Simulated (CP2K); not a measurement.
**C2F5 (pentafluoroethyl) at PM6**

What is the vertical ionisation energy of C2F5 (pentafluoroethyl) at PM6? 

The calculation is run with CP2K 2026.2.

2 further runs of the same task are left out: 1 that didn't finish, 1 set aside as unsound or not needed.

**1. Starting point**

C2F5 has 7 atoms, charge 0, and is taken as a doublet. As SMILES, `F[C](F)C(F)(F)F`. The coordinates come from a PBE0-D4/def2-TZVP relaxation.

Bond lengths: F1–C2 1.312 Å, C2–F3 1.312 Å, C2–C4 1.514 Å, C4–F5 1.327 Å, C4–F6 1.327 Å, C4–F7 1.338 Å. Angles: F1–C2–F3 112.2°, F1–C2–C4 114.4°, F3–C2–C4 114.4°, C2–C4–F5 109.8°, C2–C4–F6 109.7°, C2–C4–F7 111.6°, F5–C4–F6 109.4°, F5–C4–F7 108.1°, F6–C4–F7 108.1°.

**2. The energy at PM6**

qs.inp

```
&GLOBAL
  PROJECT_NAME qs
  RUN_TYPE ENERGY
  PRINT_LEVEL MEDIUM
&END GLOBAL
&FORCE_EVAL
  METHOD QS
  &DFT
    MULTIPLICITY 2
    UKS T
    &QS
      METHOD PM6
      EPS_DEFAULT 1.0E-10
      &SE
        &COULOMB
          CUTOFF [angstrom] 50
          RC_RANGE [angstrom] 0
        &END COULOMB
        &EXCHANGE
          CUTOFF [angstrom] 50
          RC_RANGE [angstrom] 0
        &END EXCHANGE
      &END SE
    &END QS
    &POISSON
      PERIODIC NONE
      POISSON_SOLVER ANALYTIC
    &END POISSON
    &SCF
      SCF_GUESS ATOMIC
      EPS_SCF 1.0E-06
      MAX_SCF 150
      ADDED_MOS 8
      &DIAGONALIZATION
        ALGORITHM STANDARD
      &END DIAGONALIZATION
      &MIXING
        METHOD DIRECT_P_MIXING
        ALPHA 0.4
      &END MIXING
    &END SCF
    &PRINT
      &MOMENTS
        PERIODIC F
        REFERENCE COM
        MAX_MOMENT 1
      &END MOMENTS
      &MO ON
        ENERGIES T
        OCCUPATION_NUMBERS T
        NDIGITS 6
        &EACH
          QS_SCF 0
        &END EACH
        ADD_LAST NUMERIC
      &END MO
      &HIRSHFELD OFF
      &END HIRSHFELD
    &END PRINT
  &END DFT
  &SUBSYS
    &CELL
      ABC 19 19 18.5
      PERIODIC NONE
    &END CELL
    &COORD
      F      1.561030    -0.846020     0.512950
      C      0.322010    -0.468420     0.723150
      F     -0.464130    -1.481230     1.002660
      C     -0.228340     0.480800    -0.320510
      F      0.577960     1.527090    -0.444820
      F     -1.434800     0.896110     0.043240
      F     -0.333720    -0.108340    -1.516660
    &END COORD
    &TOPOLOGY
      &CENTER_COORDINATES
      &END CENTER_COORDINATES
    &END TOPOLOGY
  &END SUBSYS
&END FORCE_EVAL
```

Started as:

```sh
$ OMP_NUM_THREADS=1 cp2k.psmp qs.inp > qs.out
```

The program printed:

```text
CP2K| version string:                                       CP2K version 2026.2
[...]
 GLOBAL| Method name                                                        CP2K
[...]
 GLOBAL| Run type                                                         ENERGY
[...]
 *** WARNING in qs_environment.F:2191 :: More ADDED_MOs requested for beta ***
 *** spin than available.                                                  ***
 *** WARNING in qs_environment.F:2210 :: More added MOs requested than     ***
 *** available. The full set of unoccupied MOs will be used. Use           ***
 *** 'ADDED_MOS -1' to always use all available MOs and to get rid of this ***
[...]
                             - Atoms:                                          7
[...]
                             - Spherical basis functions:                     28
[...]
 Number of electrons:                                                         22
[...]
     1 P_Mix/Diag. 0.40E+00    0.0     0.37839300       -89.6886789446 -8.97E+01
[...]
    21 DIIS/Diag.  0.17E-06    0.0     0.00000045       -95.5419783502 -5.19E-12
  *** SCF run converged in    21 steps ***
  Core-core repulsion energy [eV]:                           4566.06852854774570
  Core Hamiltonian energy [eV]:                             -4331.00002451500404
  Two-electron integral energy [eV]:                        -5669.79590267037656
  Electronic energy [eV]:                                   -7165.89797585019187
  Total energy [eV]:                                        -2599.82944730244617
  Atomic reference energy [eV]:                              2590.10780169358213
  Heat of formation [kcal/mol]:                              -224.18649133022680
[...]
 SE_DIPOLE| Moment [Debye]         -0.08855870       0.15110115      -0.16798541
 SE_DIPOLE| Derivative [a.u.]       0.00000000       0.00000000       0.00000000
 ENERGY| Total FORCE_EVAL ( QS ) energy [hartree]            -95.541978350213327
[...]
```

Run time: 1.8 s. Hardware: 1 thread of Intel Xeon at 2.50GHz (Skylake/Cascade Lake), shared host; peak memory 0.19 GiB.

**3. The singlet cation at the same level**

run.inp

```
&GLOBAL
 PROJECT run
 RUN_TYPE ENERGY
 PRINT_LEVEL MEDIUM
&END GLOBAL

&FORCE_EVAL
 METHOD QUICKSTEP
 &DFT
  CHARGE 1
  &QS
   METHOD PM6
   EPS_DEFAULT 1.0E-10
   &SE
    &COULOMB
     CUTOFF [angstrom] 50
     RC_RANGE [angstrom] 0
    &END COULOMB
    &EXCHANGE
     CUTOFF [angstrom] 50
     RC_RANGE [angstrom] 0
    &END EXCHANGE
   &END SE
  &END QS
  &POISSON
   PERIODIC NONE
   POISSON_SOLVER ANALYTIC
  &END POISSON
  &SCF
   SCF_GUESS ATOMIC
   EPS_SCF 1.0E-06
   MAX_SCF 150
   ADDED_MOS 8
   &DIAGONALIZATION
    ALGORITHM STANDARD
   &END DIAGONALIZATION
   &MIXING
    METHOD DIRECT_P_MIXING
    ALPHA 0.4
   &END MIXING
  &END SCF
  &PRINT
   &MOMENTS
    PERIODIC F
    REFERENCE COM
    MAX_MOMENT 1
   &END MOMENTS
   &MO ON
    ENERGIES T
    OCCUPATION_NUMBERS T
    NDIGITS 6
    &EACH
     QS_SCF 0
    &END EACH
    ADD_LAST NUMERIC
   &END MO
   &HIRSHFELD OFF
   &END HIRSHFELD
  &END PRINT
 &END DFT
 &SUBSYS
  &CELL
   ABC 19 19 18.5
   PERIODIC NONE
  &END CELL
  &COORD
   F      1.561030    -0.846020     0.512950
   C      0.322010    -0.468420     0.723150
   F     -0.464130    -1.481230     1.002660
   C     -0.228340     0.480800    -0.320510
   F      0.577960     1.527090    -0.444820
   F     -1.434800     0.896110     0.043240
   F     -0.333720    -0.108340    -1.516660
  &END COORD
  &TOPOLOGY
   &CENTER_COORDINATES
   &END CENTER_COORDINATES
  &END TOPOLOGY
 &END SUBSYS
&END FORCE_EVAL
```

Started as:

```sh
$ OMP_NUM_THREADS=1 cp2k.psmp -i run.inp -o run.out
```

The program printed:

```text
CP2K| version string:                                       CP2K version 2026.2
[...]
 GLOBAL| Method name                                                        CP2K
[...]
 GLOBAL| Run type                                                         ENERGY
[...]
 *** WARNING in qs_environment.F:2210 :: More added MOs requested than     ***
 *** available. The full set of unoccupied MOs will be used. Use           ***
 *** 'ADDED_MOS -1' to always use all available MOs and to get rid of this ***
[...]
                             - Atoms:                                          7
[...]
                             - Spherical basis functions:                     28
[...]
 Number of electrons:                                                         42
[...]
     1 P_Mix/Diag. 0.40E+00    0.0     0.70420288       -88.9048843390 -8.89E+01
[...]
    21 DIIS/Diag.  0.19E-06    0.0     0.00000038       -95.1438045664 -1.60E-11
  *** SCF run converged in    21 steps ***
  Core-core repulsion energy [eV]:                           4566.06852854774570
  Core Hamiltonian energy [eV]:                             -4251.79255483464931
  Two-electron integral energy [eV]:                        -5806.54112268573317
  Electronic energy [eV]:                                   -7155.06311617751635
  Total energy [eV]:                                        -2588.99458762977019
  Atomic reference energy [eV]:                              2590.10780169358213
  Heat of formation [kcal/mol]:                                25.67132819961875
[...]
 SE_DIPOLE| Moment [Debye]         -1.25863188       1.88501416      -2.75511321
 SE_DIPOLE| Derivative [a.u.]       0.00000000       0.00000000       0.00000000
 ENERGY| Total FORCE_EVAL ( QS ) energy [hartree]            -95.143804566410509
[...]
```

Run time: 1.6 s. Hardware: 1 thread of Intel Xeon at 2.50GHz (Skylake/Cascade Lake), shared host; peak memory 0.19 GiB.

**4. What came out**

At PM6:

| quantity | value |
| --- | --- |
| doublet C2F5: total energy | -95.54198 Eh |
| doublet C2F5: dipole moment | 0.24 D |
| doublet C2F5: HOMO energy (highest over α and β) | -11.44 eV |
| doublet C2F5: LUMO energy (lowest over α and β) | -1.61 eV |
| doublet C2F5: heat of formation | -224.2 kcal/mol |
| singlet cation: total energy | -95.14380 Eh |
| singlet cation: HOMO energy | -20.90 eV |
| singlet cation: LUMO energy | -10.18 eV |
| singlet cation: HOMO–LUMO gap | 10.73 eV |
| singlet cation: heat of formation | 25.7 kcal/mol |
| vertical ionisation energy (to the singlet cation) | 10.835 eV |

**Reading.** The vertical ionisation energy comes to 10.83 eV (1045 kJ/mol). Only the singlet of the ionised species was computed; a triplet could lie lower.
